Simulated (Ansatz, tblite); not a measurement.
**C46H30S12Si2: removing and adding an electron**

Aim: the energy of removing and adding an electron for C46H30S12Si2, by energy differences, and how well orbital energies stand in for it.

Computed with Ansatz 0.2.0, Gaussian basis. Level: as each input shows.

Levels to be run: charge +1 doublet, at the geometry of the singlet (PBE0-D4/def2-SVP, PBE-D4/def2-SVP, B97M-V/def2-SVP); charge -1 doublet, at the geometry of the singlet (PBE0-D4/def2-SVP, PBE-D4/def2-SVP, B97M-V/def2-SVP); the starting singlet's energies come from earlier runs.

1 further run of the same task is left out (set aside as unsound or not needed). Runs told in other sessions of the task aren't counted.

## (1) The relaxed structure

The singlet was relaxed beforehand with r2SCAN-D4/def2-SVP.

90 atoms, charge 0, spin multiplicity 1.

Atoms are counted from 1 here; the program's logs count them from 0.

Bond lengths: C1–Si2 1.879 Å, C1–H61 1.102 Å, C1–H62 1.102 Å, C1–H63 1.103 Å, Si2–C3 1.879 Å, Si2–C4 1.879 Å, Si2–C5 1.845 Å, C3–H64 1.103 Å, C3–H65 1.102 Å, C3–H66 1.102 Å, C4–H67 1.102 Å, C4–H68 1.103 Å, C4–H69 1.102 Å, C5–C6 1.231 Å, C6–C7 1.403 Å, C7–C8 1.393 Å, C7–S60 1.768 Å, C8–C9 1.409 Å and more. Angles: Si2–C1–H61 111.1°, Si2–C1–H62 111.2°, Si2–C1–H63 110.7°, H61–C1–H62 107.8°, H61–C1–H63 107.9°, H62–C1–H63 108.0°, C1–Si2–C3 110.7°, C1–Si2–C4 110.5°, C1–Si2–C5 107.8°, C3–Si2–C4 110.4°, C3–Si2–C5 108.5°, C4–Si2–C5 108.7°, Si2–C3–H64 110.7°, Si2–C3–H65 111.2°, Si2–C3–H66 111.2°, H64–C3–H65 108.0°, H64–C3–H66 107.9°, H65–C3–H66 107.8° and more.

## (2) Charge +1 doublet at the fixed geometry, PBE0-D4/def2-SVP

in.yaml reads:

```yaml
crystal:
  periodic: [false, false, false]
  atoms:
    - {symbol: C, position_ang: [22.303412, 0.656882, -2.794941]}
    - {symbol: Si, position_ang: [21.868360, 0.064583, -1.065337]}
    - {symbol: C, position_ang: [22.500387, 1.270864, 0.229121]}
    - {symbol: C, position_ang: [22.570043, -1.651922, -0.760272]}
    - {symbol: C, position_ang: [20.029787, -0.016964, -0.942056]}
    - {symbol: C, position_ang: [18.800773, -0.066370, -0.888340]}
    - {symbol: C, position_ang: [17.400975, -0.123556, -0.821295]}
    - {symbol: C, position_ang: [16.491183, -0.111787, -1.875959]}
    - {symbol: C, position_ang: [15.162582, -0.183839, -1.412802]}
    - {symbol: S, position_ang: [13.603256, -0.210342, -2.173223]}
    - {symbol: C, position_ang: [12.795444, -0.311682, -0.609182]}
    - {symbol: C, position_ang: [11.361124, -0.366930, -0.553851]}
    - {symbol: C, position_ang: [10.458301, -0.377400, -1.612959]}
    - {symbol: C, position_ang: [9.124514, -0.429661, -1.160565]}
    - {symbol: S, position_ang: [7.570367, -0.457856, -1.930042]}
    - {symbol: C, position_ang: [6.750678, -0.513824, -0.369318]}
    - {symbol: C, position_ang: [5.316412, -0.539707, -0.318624]}
    - {symbol: C, position_ang: [4.415051, -0.636564, -1.375320]}
    - {symbol: C, position_ang: [3.079552, -0.605971, -0.925649]}
    - {symbol: S, position_ang: [1.525060, -0.664778, -1.693998]}
    - {symbol: C, position_ang: [0.703118, -0.534855, -0.138699]}
    - {symbol: C, position_ang: [-0.730719, -0.504041, -0.086376]}
    - {symbol: C, position_ang: [-1.641755, -0.672352, -1.125528]}
    - {symbol: C, position_ang: [-2.972467, -0.549886, -0.676626]}
    - {symbol: S, position_ang: [-4.534023, -0.635825, -1.426357]}
    - {symbol: C, position_ang: [-5.340321, -0.317809, 0.108877]}
    - {symbol: C, position_ang: [-6.773144, -0.238351, 0.188507]}
    - {symbol: C, position_ang: [-7.544839, -0.021071, 1.328126]}
    - {symbol: C, position_ang: [-8.920194, 0.008218, 1.027413]}
    - {symbol: S, position_ang: [-10.370654, 0.233898, 1.951937]}
    - {symbol: C, position_ang: [-11.369180, 0.065724, 0.507392]}
    - {symbol: C, position_ang: [-12.797947, 0.166589, 0.614289]}
    - {symbol: C, position_ang: [-13.562988, 0.392027, 1.753922]}
    - {symbol: C, position_ang: [-14.942952, 0.428913, 1.459220]}
    - {symbol: S, position_ang: [-16.385913, 0.663106, 2.386756]}
    - {symbol: C, position_ang: [-17.388866, 0.495536, 0.940657]}
    - {symbol: C, position_ang: [-18.784161, 0.596766, 1.041043]}
    - {symbol: C, position_ang: [-20.007917, 0.685609, 1.142803]}
    - {symbol: Si, position_ang: [-21.843898, 0.824659, 1.252458]}
    - {symbol: C, position_ang: [-22.588281, -0.888772, 1.046603]}
    - {symbol: C, position_ang: [-22.429724, 1.963093, -0.123369]}
    - {symbol: C, position_ang: [-22.281096, 1.536269, 2.935224]}
    - {symbol: C, position_ang: [-16.623146, 0.269080, -0.200714]}
    - {symbol: C, position_ang: [-15.246901, 0.232642, 0.099379]}
    - {symbol: S, position_ang: [-13.798502, -0.001532, -0.827679]}
    - {symbol: C, position_ang: [-10.600241, -0.156089, -0.631138]}
    - {symbol: C, position_ang: [-9.222936, -0.186822, -0.332028]}
    - {symbol: S, position_ang: [-7.771256, -0.407814, -1.254556]}
    - {symbol: C, position_ang: [-4.426920, -0.160044, 1.149142]}
    - {symbol: C, position_ang: [-3.099034, -0.291812, 0.700187]}
    - {symbol: S, position_ang: [-1.538623, -0.195250, 1.451795]}
    - {symbol: C, position_ang: [1.605368, -0.452772, 0.918556]}
    - {symbol: C, position_ang: [2.940177, -0.491023, 0.468786]}
    - {symbol: S, position_ang: [4.493544, -0.416043, 1.236640]}
    - {symbol: C, position_ang: [7.653435, -0.509840, 0.690536]}
    - {symbol: C, position_ang: [8.987664, -0.460495, 0.238302]}
    - {symbol: S, position_ang: [10.542337, -0.424138, 1.006997]}
    - {symbol: C, position_ang: [13.703268, -0.322940, 0.444587]}
    - {symbol: C, position_ang: [15.037069, -0.250599, -0.012880]}
    - {symbol: S, position_ang: [16.592437, -0.224030, 0.747619]}
    - {symbol: H, position_ang: [21.912731, -0.032337, -3.560667]}
    - {symbol: H, position_ang: [21.879944, 1.654756, -2.991754]}
    - {symbol: H, position_ang: [23.397053, 0.720371, -2.922146]}
    - {symbol: H, position_ang: [23.599806, 1.346933, 0.186418]}
    - {symbol: H, position_ang: [22.083242, 2.278304, 0.071790]}
    - {symbol: H, position_ang: [22.222732, 0.946337, 1.244775]}
    - {symbol: H, position_ang: [22.296668, -2.021318, 0.241083]}
    - {symbol: H, position_ang: [23.670760, -1.641494, -0.829494]}
    - {symbol: H, position_ang: [22.189662, -2.374068, -1.500295]}
    - {symbol: H, position_ang: [16.806302, -0.053140, -2.918006]}
    - {symbol: H, position_ang: [10.768211, -0.347267, -2.659052]}
    - {symbol: H, position_ang: [4.727844, -0.725545, -2.417221]}
    - {symbol: H, position_ang: [-1.339240, -0.875720, -2.154355]}
    - {symbol: H, position_ang: [-7.117713, 0.107828, 2.322957]}
    - {symbol: H, position_ang: [-13.127969, 0.522860, 2.746387]}
    - {symbol: H, position_ang: [-22.235964, -1.572730, 1.835198]}
    - {symbol: H, position_ang: [-23.689058, -0.845507, 1.100342]}
    - {symbol: H, position_ang: [-22.313143, -1.327167, 0.073940]}
    - {symbol: H, position_ang: [-22.149451, 1.567076, -1.112636]}
    - {symbol: H, position_ang: [-21.986382, 2.966800, -0.024677]}
    - {symbol: H, position_ang: [-23.527046, 2.071440, -0.100048]}
    - {symbol: H, position_ang: [-23.374115, 1.636098, 3.042733]}
    - {symbol: H, position_ang: [-21.833714, 2.533341, 3.074706]}
    - {symbol: H, position_ang: [-21.918676, 0.887284, 3.748468]}
    - {symbol: H, position_ang: [-17.069513, 0.140705, -1.187063]}
    - {symbol: H, position_ang: [-11.032593, -0.285840, -1.624898]}
    - {symbol: H, position_ang: [-4.723080, 0.048149, 2.177581]}
    - {symbol: H, position_ang: [1.293548, -0.370390, 1.961253]}
    - {symbol: H, position_ang: [7.342765, -0.544624, 1.736277]}
    - {symbol: H, position_ang: [13.399300, -0.382214, 1.491241]}
basis:
  gaussian: {orbitals: def2-SVP, fitting: {mean_field: def2-universal-jkfit}}
total_charge: 1
magnetization: {spin_polarized: true, initial_magnetization: 1}
hamiltonian: {xc: pbe0, dispersion: d4}
scf: {omitted_lower_state_checks: [starts]}
output: {orbitals: {seedname: orbitals}}
```

Run with:

```sh
$ ansatz run in.yaml --threads 11 --pin off --events-out ev --progress --plain --max-ram 174080MiB --backend cuda --devices 0, --max-vram 75GiB
```

Output:

```text
Functional definition: PBE0
  name "PBE0"
  cite "Adamo & Barone, J. Chem. Phys. 110, 6158 (1999) doi:10.1063/1.478522"
  cite "Perdew, Burke & Ernzerhof, Phys. Rev. Lett. 77, 3865 (1996) doi:10.1103/PhysRevLett.77.3865"
  parent pbe
  parameter a = 0.25
  parameter kappa = 0.804
  parameter beta = 0.06672455060314922
  exchange = (1 - a)*pbe_x(kappa = kappa, mu = beta*pi^2/3) + a*exact_x
  correlation = pbe_c(beta = beta)
these checks for a lower state are left out or cut short: starts
5782 factors; integrals over basis functions are off by at most 2.4e-1 eV
mean field evaluation 1: about -193688.1661 eV, gradient 1.3e2 eV
mean field evaluation 2: about -193583.0634 eV, gradient 1.8e2 eV
mean field evaluation 4: about -193753.9703 eV, gradient 4.3e1 eV
mean field evaluation 8: about -193775.6484 eV, gradient 1.7e0 eV
mean field evaluation 16: about -193775.6718 eV, gradient 6.3e-2 eV
mean field evaluation 32: about -193775.6719 eV, gradient 1.3e-4 eV
mean field -193775.67193614 eV, -7121.1245977852 hartree, gradient 4.3e-5 eV, S^2 0.773327; 0 other end points of the search recorded, 0 dependent functions left out
reference -193775.67205802 eV, -7121.1246022642 hartree; 263, 262 occupied and 783, 784 virtual orbitals, 5782 factors
Total energy: -193779.60138474 eV, -7121.2690023578 hartree
Checks for a lower state left out: starts
```

Wall time 23 s (1 × H100 with 11 threads of AMD EPYC 7R13, shared host); peak host memory 1.9 GiB.

Report: HOMO -7.16 eV, LUMO -6.53 eV (over both spins); ⟨S²⟩ 0.773 (pure: 0.75).

## (3) Charge +1 doublet at the fixed geometry, PBE-D4/def2-SVP

start.molden holds the orbitals of an earlier run on this state, given as this run's starting guess.

Edit in.yaml of step 2 so:

```diff
@@ -94,6 +94,6 @@
 basis:
-  gaussian: {orbitals: def2-SVP, fitting: {mean_field: def2-universal-jkfit}}
+  gaussian: {orbitals: def2-SVP, fitting: {mean_field: def2-universal-jkfit}, initial_orbitals: start.molden}
 total_charge: 1
 magnetization: {spin_polarized: true, initial_magnetization: 1}
-hamiltonian: {xc: pbe0, dispersion: d4}
+hamiltonian: {xc: pbe, dispersion: d4}
 scf: {omitted_lower_state_checks: [starts]}
```

Launched as before.

Output:

```text
Functional definition: PBE
  name "PBE"
  cite "Perdew, Burke & Ernzerhof, Phys. Rev. Lett. 77, 3865 (1996) doi:10.1103/PhysRevLett.77.3865"
  parent pbe
  parameter kappa = 0.804
  parameter beta = 0.06672455060314922
  exchange = pbe_x(kappa = kappa, mu = beta*pi^2/3)
  correlation = pbe_c(beta = beta)
these checks for a lower state are left out or cut short: starts
5782 factors; integrals over basis functions are off by at most 2.4e-1 eV
mean field evaluation 1: about -193759.8718 eV, gradient 1.5e1 eV
mean field evaluation 2: about -193760.6926 eV, gradient 8.8e-1 eV
mean field evaluation 4: about -193760.7064 eV, gradient 4.7e-2 eV
mean field evaluation 8: about -193760.7065 eV, gradient 1.4e-5 eV
mean field -193760.70647136 eV, -7120.5746270984 hartree, gradient 1.4e-5 eV, S^2 0.751391; 0 other end points of the search recorded, 0 dependent functions left out
reference -193760.70662794 eV, -7120.5746328527 hartree; 263, 262 occupied and 783, 784 virtual orbitals, 5782 factors
Total energy: -193765.24152738 eV, -7120.7412873331 hartree
Checks for a lower state left out: starts
```

Wall time 11 s (1 × H100 with 11 threads of AMD EPYC 7R13, shared host); peak host memory 1.8 GiB.

From the report: HOMO -6.49 eV, LUMO -6.39 eV (over both spins); ⟨S²⟩ 0.751 (pure: 0.75).

## (4) Charge +1 doublet at the fixed geometry, B97M-V/def2-SVP

Edit in.yaml of step 3 so:

```diff
@@ -97,3 +97,3 @@
 magnetization: {spin_polarized: true, initial_magnetization: 1}
-hamiltonian: {xc: pbe, dispersion: d4}
+hamiltonian: {xc: {name: B97M-V}}
 scf: {omitted_lower_state_checks: [starts]}
```

Same command.

Output, shortened:

```text
Functional definition: B97M-V
  name "B97M-V"
  cite "Mardirossian & Head-Gordon, J. Chem. Phys. 142, 074111 (2015) doi:10.1063/1.4907719"
  cite "Becke, J. Chem. Phys. 107, 8554 (1997) doi:10.1063/1.475007"
  cite "Vydrov & Van Voorhis, J. Chem. Phys. 133, 244103 (2010) doi:10.1063/1.3521275"
  # Of w^i u^j: cxij and so on, Table III.
[...]
  gx(w, u) = cx00 + cx01*u + cx02*u^2 + (cx10 + cx11*u)*w
  gss(w, u) = css00 + css02*u^2 + css10*w + (css32*w^3 + css42*w^4)*u^2
  gos(w, u) = cos00 + cos01*u + cos03*u^3 + cos10*w + cos32*w^3*u^2
[...]
      + integral(e_c_pw_mod_opposite_spin*gos(b97_w_opposite, b97_u_opposite)) + vv10(b, c)
[...]
5782 factors; integrals over basis functions are off by at most 2.4e-1 eV
[...]
mean field -193850.09777260 eV, -7123.8596968275 hartree, gradient 2.3e-5 eV, S^2 0.753823; 0 other end points of the search recorded, 0 dependent functions left out
reference -193850.09801651 eV, -7123.8597057910 hartree; 263, 262 occupied and 783, 784 virtual orbitals, 5782 factors
Total energy: -193850.09801651 eV, -7123.8597057910 hartree
Checks for a lower state left out: starts
```

Wall time 17 s (1 × H100 with 11 threads of AMD EPYC 7R13, shared host); peak host memory 3.3 GiB.

Report: HOMO -6.65 eV, LUMO -6.48 eV (over both spins); ⟨S²⟩ 0.754 (pure: 0.75).

## (5) Vertical ionisation energy

Charged state less starting state, singlet to doublet; the starting state's energies are those of its earlier runs.

| level | vertical ionisation energy (eV) | time |
| --- | --- | --- |
| PBE-D4/def2-SVP | +5.46 | 18 s |
| B97M-V/def2-SVP | +5.53 | 28 s |
| PBE0-D4/def2-SVP | +5.89 | 34 s |

Times add the two runs; a level without a time comes out of a correlated run.

Beside −ε(HOMO) of the starting state:

| level | −ε(HOMO) (eV) | by difference (eV) | mismatch (eV) |
| --- | --- | --- | --- |
| PBE-D4/def2-SVP | 4.43 | 5.46 | -1.04 |
| B97M-V/def2-SVP | 4.56 | 5.53 | -0.97 |
| PBE0-D4/def2-SVP | 5.17 | 5.89 | -0.73 |

## (6) Charge -1 doublet at the fixed geometry, PBE0-D4/def2-SVP

Edit in.yaml of step 4 so:

```diff
@@ -94,6 +94,6 @@
 basis:
-  gaussian: {orbitals: def2-SVP, fitting: {mean_field: def2-universal-jkfit}, initial_orbitals: start.molden}
-total_charge: 1
+  gaussian: {orbitals: def2-SVP, fitting: {mean_field: def2-universal-jkfit}}
+total_charge: -1
 magnetization: {spin_polarized: true, initial_magnetization: 1}
-hamiltonian: {xc: {name: B97M-V}}
+hamiltonian: {xc: pbe0, dispersion: d4}
 scf: {omitted_lower_state_checks: [starts]}
```

Same command.

Output, shortened:

```text
Functional definition: PBE0
  name "PBE0"
  cite "Adamo & Barone, J. Chem. Phys. 110, 6158 (1999) doi:10.1063/1.478522"
  cite "Perdew, Burke & Ernzerhof, Phys. Rev. Lett. 77, 3865 (1996) doi:10.1103/PhysRevLett.77.3865"
  parent pbe
[...]
5782 factors; integrals over basis functions are off by at most 2.4e-1 eV
[...]
mean field -193783.51335907 eV, -7121.4127647629 hartree, gradient 4.3e-5 eV, S^2 0.769403; 0 other end points of the search recorded, 0 dependent functions left out
reference -193783.51347819 eV, -7121.4127691406 hartree; 264, 263 occupied and 782, 783 virtual orbitals, 5782 factors
Total energy: -193787.52354840 eV, -7121.5601365026 hartree
Checks for a lower state left out: starts
```

It took 22 s on 1 × H100 with 11 threads of AMD EPYC 7R13, shared host; peak host memory 2 GiB.

From the report: HOMO -1.32 eV, LUMO -0.71 eV (over both spins); ⟨S²⟩ 0.769 (pure: 0.75).

## (7) Charge -1 doublet at the fixed geometry, PBE-D4/def2-SVP

Edit in.yaml of step 6 so:

```diff
@@ -94,6 +94,6 @@
 basis:
-  gaussian: {orbitals: def2-SVP, fitting: {mean_field: def2-universal-jkfit}}
+  gaussian: {orbitals: def2-SVP, fitting: {mean_field: def2-universal-jkfit}, initial_orbitals: start.molden}
 total_charge: -1
 magnetization: {spin_polarized: true, initial_magnetization: 1}
-hamiltonian: {xc: pbe0, dispersion: d4}
+hamiltonian: {xc: pbe, dispersion: d4}
 scf: {omitted_lower_state_checks: [starts]}
```

Same command.

Output:

```text
Functional definition: PBE
  name "PBE"
  cite "Perdew, Burke & Ernzerhof, Phys. Rev. Lett. 77, 3865 (1996) doi:10.1103/PhysRevLett.77.3865"
  parent pbe
  parameter kappa = 0.804
  parameter beta = 0.06672455060314922
  exchange = pbe_x(kappa = kappa, mu = beta*pi^2/3)
  correlation = pbe_c(beta = beta)
these checks for a lower state are left out or cut short: starts
5782 factors; integrals over basis functions are off by at most 2.4e-1 eV
mean field evaluation 1: about -193767.4059 eV, gradient 1.5e1 eV
mean field evaluation 2: about -193768.2147 eV, gradient 9.1e-1 eV
mean field evaluation 4: about -193768.2265 eV, gradient 4.3e-2 eV
mean field evaluation 8: about -193768.2266 eV, gradient 2.5e-5 eV
mean field -193768.22656740 eV, -7120.8509855305 hartree, gradient 2.5e-5 eV, S^2 0.750768; 0 other end points of the search recorded, 0 dependent functions left out
reference -193768.22671880 eV, -7120.8509910947 hartree; 264, 263 occupied and 782, 783 virtual orbitals, 5782 factors
Total energy: -193772.85454393 eV, -7121.0210605313 hartree
Checks for a lower state left out: starts
```

Wall time 10 s (1 × H100 with 11 threads of AMD EPYC 7R13, shared host); peak host memory 1.8 GiB.

From the report: HOMO -1.15 eV, LUMO -1.07 eV (over both spins); ⟨S²⟩ 0.751 (pure: 0.75).

## (8) Charge -1 doublet at the fixed geometry, B97M-V/def2-SVP

Edit in.yaml of step 7 so:

```diff
@@ -97,3 +97,3 @@
 magnetization: {spin_polarized: true, initial_magnetization: 1}
-hamiltonian: {xc: pbe, dispersion: d4}
+hamiltonian: {xc: {name: B97M-V}}
 scf: {omitted_lower_state_checks: [starts]}
```

The command is unchanged.

Output, shortened:

```text
Functional definition: B97M-V
  name "B97M-V"
  cite "Mardirossian & Head-Gordon, J. Chem. Phys. 142, 074111 (2015) doi:10.1063/1.4907719"
  cite "Becke, J. Chem. Phys. 107, 8554 (1997) doi:10.1063/1.475007"
  cite "Vydrov & Van Voorhis, J. Chem. Phys. 133, 244103 (2010) doi:10.1063/1.3521275"
  # Of w^i u^j: cxij and so on, Table III.
[...]
  gx(w, u) = cx00 + cx01*u + cx02*u^2 + (cx10 + cx11*u)*w
  gss(w, u) = css00 + css02*u^2 + css10*w + (css32*w^3 + css42*w^4)*u^2
  gos(w, u) = cos00 + cos01*u + cos03*u^3 + cos10*w + cos32*w^3*u^2
[...]
      + integral(e_c_pw_mod_opposite_spin*gos(b97_w_opposite, b97_u_opposite)) + vv10(b, c)
[...]
5782 factors; integrals over basis functions are off by at most 2.4e-1 eV
[...]
mean field -193857.78701910 eV, -7124.1422714242 hartree, gradient 2.0e-5 eV, S^2 0.752101; 0 other end points of the search recorded, 0 dependent functions left out
reference -193857.78726397 eV, -7124.1422804232 hartree; 264, 263 occupied and 782, 783 virtual orbitals, 5782 factors
Total energy: -193857.78726397 eV, -7124.1422804232 hartree
Checks for a lower state left out: starts
```

Run time: 18 s. Hardware: 1 × H100 with 11 threads of AMD EPYC 7R13, shared host; peak host memory 3.3 GiB.

Report: HOMO -1.22 eV, LUMO -1.09 eV (over both spins); ⟨S²⟩ 0.752 (pure: 0.75).

## (9) Vertical electron affinity

Starting state less charged state (positive: the electron is bound), singlet to doublet; the starting state's energies are those of its earlier runs.

| level | vertical electron affinity (eV) | time |
| --- | --- | --- |
| PBE-D4/def2-SVP | +2.15 | 18 s |
| B97M-V/def2-SVP | +2.16 | 29 s |
| PBE0-D4/def2-SVP | +2.03 | 34 s |

Times add the two runs; a level without a time comes out of a correlated run.

Beside −ε(LUMO) of the starting state:

| level | −ε(LUMO) (eV) | by difference (eV) | mismatch (eV) |
| --- | --- | --- | --- |
| PBE-D4/def2-SVP | 3.07 | 2.15 | +0.93 |
| B97M-V/def2-SVP | 3.11 | 2.16 | +0.96 |
| PBE0-D4/def2-SVP | 2.67 | 2.03 | +0.64 |

## (10) Results

| quantity | value |
| --- | --- |
| vertical ionisation energy, functionals in def2-SVP | 5.46 (PBE-D4) to 5.89 eV (PBE0-D4) |
| vertical electron affinity, functionals in def2-SVP | 2.03 (PBE0-D4) to 2.16 eV (B97M-V) |

What this shows: The vertical ionisation energy spans 5.46 to 5.89 eV over the functionals. −ε(HOMO) misses the level's own difference by -0.73 eV at best (PBE0-D4) and -1.04 eV at worst (PBE-D4). The vertical electron affinity spans 2.03 to 2.16 eV over the functionals. −ε(LUMO) misses the level's own difference by +0.64 eV at best (PBE0-D4) and +0.96 eV at worst (B97M-V).
